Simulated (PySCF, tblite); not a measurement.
# C5H6F2O2: geometry, infrared bands and NMR shifts

Aim: predict the infrared bands and NMR shifts of C5H6F2O2 (`CC(C)(C(=O)F)C(=O)F`).

Computed with tblite 0.8.0 and PySCF 2.14.0, with density-fitted response routines of our own, on a single molecule in the gas phase. Atoms count from 0, in the outputs and in this text.

## Step 1: The starting structure

15 atoms, charge 0, multiplicity 1; geometry from: force field or distance geometry start.

Bonds of the start (Å): C0–C1 1.52, C1–C2 1.53, C1–C3 1.50, C3–O4 1.23, C3–F5 1.34, C1–C6 1.51, C6–O7 1.23, C6–F8 1.34, C0–H9 1.10, C0–H10 1.09, C0–H11 1.11, C2–H12 1.09, C2–H13 1.10, C2–H14 1.09.

## Step 2: Geometry optimisation with GFN2-xTB

What the job is given:

```
{"job": {"kind": "relax", "xc": "GFN2-xTB", "basis": "xTB"}, "charge": 0, "multiplicity": 1}
C     -0.427200     1.350600    -0.365400
C     -0.043600    -0.047100     0.082900
C      0.956300    -0.668600    -0.900400
C     -1.278700    -0.888000     0.188200
O     -2.237700    -0.645100     0.920600
F     -1.377000    -1.993200    -0.571900
C      0.610300     0.000800     1.443900
O      1.038000    -0.971100     2.060000
F      0.781000     1.188800     2.036100
H     -0.952000     1.325100    -1.328900
H      0.438700     2.001200    -0.463200
H     -1.119900     1.827400     0.352700
H      1.216800    -1.686000    -0.608000
H      0.520800    -0.714200    -1.913300
H      1.869800    -0.072400    -0.955300
```

On the command line:

```console
$ OMP_NUM_THREADS=1 python probes_run.py task.json out
```

This one command runs all jobs of the session in turn.

Standard output:

```text
step      E/eV     max force
  0    -853.04165    4.433
  1    -852.95598    6.583
  2    -853.29365    1.027
  3    -853.30989    0.423
  4    -853.32378    0.443
  5    -853.33261    0.604
  6    -853.33746    0.595
  7    -853.33945    0.173
  8    -853.33994    0.069
  9    -853.34015    0.043
 10    -853.34029    0.036
 11    -853.34039    0.033
 12    -853.34048    0.022
 13    -853.34056    0.031
 14    -853.34063    0.022
 15    -853.34069    0.023
 16    -853.34079    0.029
 17    -853.34092    0.055
 18    -853.34110    0.066
 19    -853.34128    0.050
 20    -853.34144    0.030
 21    -853.34156    0.032
 22    -853.34165    0.031
 23    -853.34172    0.025
 24    -853.34177    0.018
 25    -853.34181    0.020
 26    -853.34186    0.024
 27    -853.34191    0.022
 28    -853.34198    0.024
 29    -853.34208    0.037
 30    -853.34222    0.040
 31    -853.34237    0.034
 32    -853.34250    0.034
 33    -853.34264    0.029
 34    -853.34279    0.040
 35    -853.34292    0.041
 36    -853.34302    0.023
 37    -853.34308    0.020
 38    -853.34313    0.018
 39    -853.34319    0.026
 40    -853.34327    0.030
 41    -853.34338    0.039
 42    -853.34356    0.047
 43    -853.34380    0.049
 44    -853.34405    0.047
 45    -853.34425    0.030
 46    -853.34439    0.022
 47    -853.34450    0.025
 48    -853.34463    0.033
 49    -853.34479    0.040
 50    -853.34508    0.052
 51    -853.34557    0.061
 52    -853.34633    0.206
 53    -853.34645    0.155
 54    -853.34844    0.082
 55    -853.35002    0.208
 56    -853.35259    0.100
 57    -853.35814    0.209
 58    -853.36223    0.484
 59    -853.36538    0.184
 60    -853.36939    0.124
 61    -853.37086    0.256
 62    -853.37257    0.169
 63    -853.37492    0.150
 64    -853.37711    0.179
 65    -853.38100    0.411
 66    -853.38484    0.263
 67    -853.38819    0.350
 68    -853.39425    0.218
 69    -853.39759    0.327
 70    -853.40076    0.131
 71    -853.39831    0.777
 72    -853.40522    0.295
 73    -853.40717    0.162
 74    -853.40945    0.317
 75    -853.41100    0.235
 76    -853.41289    0.078
 77    -853.41360    0.179
 78    -853.41421    0.079
 79    -853.41497    0.085
 80    -853.41618    0.078
 81    -853.41900    0.236
 82    -853.41992    0.139
 83    -853.42159    0.190
 84    -853.42327    0.153
 85    -853.42526    0.214
 86    -853.42711    0.123
 87    -853.42782    0.244
 88    -853.42865    0.113
 89    -853.42928    0.077
 90    -853.43036    0.075
 91    -853.43064    0.036
 92    -853.43080    0.041
 93    -853.43095    0.040
 94    -853.43111    0.042
 95    -853.43136    0.057
 96    -853.43155    0.027
 97    -853.43168    0.026
 98    -853.43178    0.029
 99    -853.43188    0.025
100    -853.43196    0.029
101    -853.43201    0.013
102    -853.43205    0.012
103    -853.43208    0.010
```

Run time: 0.57 s. Hardware: 1 thread of Arm Neoverse V1, shared host.

Relaxation path: (not every step is listed) (the energy doesn't fall at every step)

```
step  energy from step 0 (eV)  largest force (eV/Å)
   0                   0.0000                4.4332
   1                   0.0857                6.5827
   2                  -0.2520                1.0270
   3                  -0.2682                0.4234
   4                  -0.2821                0.4428
   5                  -0.2910                0.6041
   6                  -0.2958                0.5949
   7                  -0.2978                0.1733
   8                  -0.2983                0.0693
  17                  -0.2993                0.0554
  26                  -0.3002                0.0236
  35                  -0.3013                0.0405
  44                  -0.3024                0.0468
  53                  -0.3048                0.1550
  62                  -0.3309                0.1692
  71                  -0.3567                0.7774
  80                  -0.3745                0.0778
  89                  -0.3876                0.0769
  98                  -0.3901                0.0292
  99                  -0.3902                0.0250
 100                  -0.3903                0.0292
 101                  -0.3904                0.0135
 102                  -0.3904                0.0124
 103                  -0.3904                0.0097
```

Close pairs (by a distance rule), those that changed most:

```
  bond  before (Å)  after (Å)  change (Å)
 C3–O4       1.231      1.176      -0.055
 C6–O7       1.228      1.176      -0.052
 C6–F8       1.338      1.359      +0.021
C0–H11       1.106      1.088      -0.018
 C0–C1       1.517      1.535      +0.018
 C1–C3       1.498      1.515      +0.017
C2–H13       1.103      1.087      -0.017
 C3–F5       1.345      1.359      +0.014
```

The end geometry stands in the next job.

## Step 3: Vibrational analysis with GFN2-xTB

What the job is given:

```
{"job": {"kind": "ir", "xc": "GFN2-xTB", "basis": "xTB"}, "charge": 0, "multiplicity": 1}
C     -0.310903     1.429971    -0.293720
C     -0.026350    -0.035297     0.063445
C      0.836390    -0.726750    -1.000693
C     -1.337991    -0.783843     0.180094
O     -2.425728    -0.428034    -0.089900
F     -1.129286    -2.048415     0.633296
C      0.696116    -0.071976     1.394033
O      1.799209    -0.400312     1.634634
F     -0.106759     0.391541     2.388195
H     -0.870497     1.473722    -1.224519
H      0.623051     1.972707    -0.414737
H     -0.903475     1.907321     0.483277
H      1.008324    -1.768658    -0.740428
H      0.344676    -0.677964    -1.968771
H      1.798808    -0.226023    -1.066118
```

Standard output:

```text
mode    cm-1     km/mol
  1      38.6      0.06
  2      45.1      1.49
  3     123.3      4.46
  4     160.3      0.03
  5     185.4      0.13
  6     202.9      0.19
  7     216.2      4.94
  8     275.6      0.95
  9     317.1      2.61
 10     427.1      0.49
 11     444.0     20.88
 12     501.6     21.72
 13     612.8     23.10
 14     669.3      7.97
 15     711.5      2.85
 16     734.2      0.69
 17     863.9     77.67
 18     945.0     35.35
 19     976.5     55.73
 20     979.2    244.61
 21    1013.2     85.81
 22    1038.5    239.63
 23    1197.9     10.28
 24    1208.5     16.30
 25    1213.8     19.64
 26    1400.1     10.61
 27    1414.6      8.07
 28    1468.0      6.67
 29    1472.6      1.77
 30    1480.2      9.40
 31    1485.6     18.16
 32    1869.0    892.90
 33    1884.3      1.70
 34    3048.3      3.74
 35    3049.9      1.40
 36    3052.7      6.87
 37    3053.4     12.68
 38    3055.9      9.07
 39    3056.4     12.14
```

It took 0.41 s on 1 thread of Arm Neoverse V1, shared host.

The strongest bands and the atoms that carry them (share of the mass-weighted mode):

```
cm⁻¹  km/mol                                  atoms
 613    23.1     F5 17 %, F8 17 %, O4 15 %, O7 15 %
 864    77.7                                C1 22 %
 945    35.4    C1 16 %, C0 14 %, C2 14 %, H11 12 %
 976    55.7  H11 15 %, H12 15 %, H9 12 %, H14 12 %
 979   244.6                       C3 29 %, C6 29 %
1013    85.8  H14 19 %, H9 19 %, H10 11 %, H13 11 %
1038   239.6                       C3 23 %, C6 23 %
1869   892.9     C3 31 %, C6 29 %, O4 20 %, O7 19 %
```

## Step 4: Shielding tensors: PBE0/pcSseg-1

Settings changed since step 3:

```diff
@@ -1,2 +1,2 @@
-{"job": {"kind": "ir", "xc": "GFN2-xTB", "basis": "xTB"}, "charge": 0, "multiplicity": 1}
+{"job": {"kind": "nmr", "xc": "PBE0", "basis": "pcSseg-1"}, "charge": 0, "multiplicity": 1}
 C     -0.310903     1.429971    -0.293720
```

Method: GIAO PBE0/pcSseg-1 NMR shielding, non-relativistic, gas phase.

Standard output:

```text
coarse grid: 13496 points
cycle   1  E = -543.2952498351  dE =  1.547e+00  |g| = 1.264e+00  |ddm| = 3.415e+00
cycle   2  E = -542.3315142829  dE =  9.637e-01  |g| = 2.641e+00  |ddm| = 2.428e+00
cycle   3  E = -543.5737404019  dE = -1.242e+00  |g| = 3.120e-01  |ddm| = 1.816e+00
cycle   4  E = -543.5886339806  dE = -1.489e-02  |g| = 1.229e-01  |ddm| = 2.632e-01
cycle   5  E = -543.5907415238  dE = -2.108e-03  |g| = 2.926e-02  |ddm| = 7.287e-02
cycle   6  E = -543.5909229802  dE = -1.815e-04  |g| = 7.805e-03  |ddm| = 2.792e-02
cycle   7  E = -543.5909348447  dE = -1.186e-05  |g| = 1.920e-03  |ddm| = 6.684e-03
cycle   8  E = -543.5909355690  dE = -7.243e-07  |g| = 3.469e-04  |ddm| = 1.979e-03
final grid: 133896 points
cycle   9  E = -543.6800533165  dE = -3.021e-05  |g| = 1.472e-02  |ddm| = 3.178e-02
cycle  10  E = -543.6799486270  dE =  1.047e-04  |g| = 2.814e-02  |ddm| = 2.736e-02
cycle  11  E = -543.6800929691  dE = -1.443e-04  |g| = 2.719e-03  |ddm| = 1.820e-02
cycle  12  E = -543.6800943965  dE = -1.427e-06  |g| = 3.877e-04  |ddm| = 1.922e-03
cycle  13  E = -543.6800944123  dE = -1.584e-08  |g| = 2.057e-04  |ddm| = 4.045e-04
cycle  14  E = -543.6800944196  dE = -7.252e-09  |g| = 2.439e-05  |ddm| = 1.328e-04
cycle  15  E = -543.6800944197  dE = -1.235e-10  |g| = 6.330e-06  |ddm| = 2.940e-05
converged SCF energy = -543.6800944197

GIAO shielding tensors (ppm)
atom      isotropic    diamagn.    paramagn.     s11        s22        s33       span
  0 C      162.663     246.525     -83.862    148.392    154.632    184.965     36.573
  1 C      135.722     253.042    -117.320    125.808    136.776    144.584     18.776
  2 C      162.723     246.513     -83.790    148.498    154.698    184.974     36.476
  3 C       16.463     252.021    -235.558   -105.172     43.733    110.828    216.000
  4 O     -121.087     400.344    -521.431   -400.966   -227.846    265.553    666.519
  5 F      130.722     477.821    -347.099   -102.172    208.641    285.696    387.868
  6 C       16.482     252.001    -235.520   -105.182     43.794    110.833    216.015
  7 O     -120.734     400.345    -521.079   -400.304   -227.619    265.722    666.026
  8 F      130.562     477.811    -347.249   -101.830    207.917    285.599    387.429
  9 H       29.930      30.480      -0.551     26.653     27.453     35.683      9.030
 10 H       30.547      30.259       0.287     26.557     28.562     36.520      9.963
 11 H       29.656      30.009      -0.353     25.496     27.917     35.556     10.060
 12 H       29.655      29.999      -0.344     25.484     27.919     35.562     10.077
 13 H       30.549      30.260       0.289     26.570     28.557     36.522      9.952
 14 H       29.931      30.481      -0.550     26.641     27.469     35.683      9.042
```

Run time: 28 s. Hardware: 1 thread of Arm Neoverse V1, shared host; peak memory 0.87 GiB.

Shifts follow as δ = σ(reference) − σ, with reference shieldings (ppm) from runs at the same level and on the same kind of geometry: ¹H TMS 31.72, ¹³C TMS 186.9, ¹⁹F CFCl3 170.9, ¹⁷O H2O 336.1. The references are single molecules in the gas phase, so shifts against H2O, NH3, PH3, H3PO4 or CFCl3 are not on the usual liquid scales and can be off by tens of ppm. Atoms listed in one row are averaged.

```
                      atoms                            environment  σ (ppm)  δ (ppm)  δ scaled to CDCl3
                     C3, C6                        carbonyl carbon     16.5    170.5              164.4
                         C1  quaternary sp3 carbon α to a carbonyl    135.7     51.2               48.1
                     C0, C2                          methyl carbon    162.7     24.2               21.7
H9, H10, H11, H12, H13, H14            hydrogen on a methyl carbon    30.04     1.67               1.68
                     O4, O7                        carbonyl oxygen   -120.9    457.0                  –
                     F5, F8                   fluorine bonded to C    130.6     40.3                  –
```

The scaled column applies a straight-line fit of computed shieldings to shifts measured in CDCl3, and one for carbons that bear F (root-mean-square error 0.16 ppm for H, 1.9 ppm for C).

The run also stored atomic charges by several schemes (e):

```
 atoms  Mulliken    IAO  Hirshfeld  ESP fit
C0, C2     -0.13  -0.42      -0.12    -0.51
    C1     -0.78  -0.07       0.01     0.19
C3, C6      0.69   0.62       0.24     0.62
O4, O7     -0.32  -0.36      -0.20    -0.42
F5, F8     -0.27  -0.28      -0.08    -0.24
```

Mayer bond orders: C0–C1 1.00, C1–C2 1.00, C1–C3 0.89, C3–O4 2.10, C3–F5 0.97, C1–C6 0.89, C6–O7 2.10, C6–F8 0.97.

## Step 5: What came out

| quantity | value |
| --- | --- |
| strongest single infrared mode (GFN2-xTB) | 1869 cm⁻¹, 893 km/mol |
| zero-point energy (GFN2-xTB) | 65.6 kcal/mol |
| ¹³C shifts against TMS (PBE0/pcSseg-1, means over atoms taken as alike) | 170.5, 51.2, 24.2 ppm |
| ¹H shifts against TMS (PBE0/pcSseg-1, means over atoms taken as alike) | 1.67 ppm |
| ¹⁷O shifts against H2O (PBE0/pcSseg-1, means over atoms taken as alike) | 457.0 ppm |
| ¹⁹F shifts against CFCl3 (PBE0/pcSseg-1, means over atoms taken as alike) | 40.3 ppm |

**Reading.** Over 103 steps the energy fell by 0.390 eV; of the close pairs, C3–O4 changed most, 1.231 to 1.176 Å. No mode is imaginary among the 39: a minimum at this level. The strongest single mode, at 1869 cm⁻¹, is carried by C3, C6, O4, O7. GFN2-xTB is a fitted tight-binding method: band positions and strengths are rough. Its intensities can rank the bands wrongly. At PBE0/pcSseg-1: The largest span, 666 ppm, is at O4, O7, where the paramagnetic term is -521 ppm.
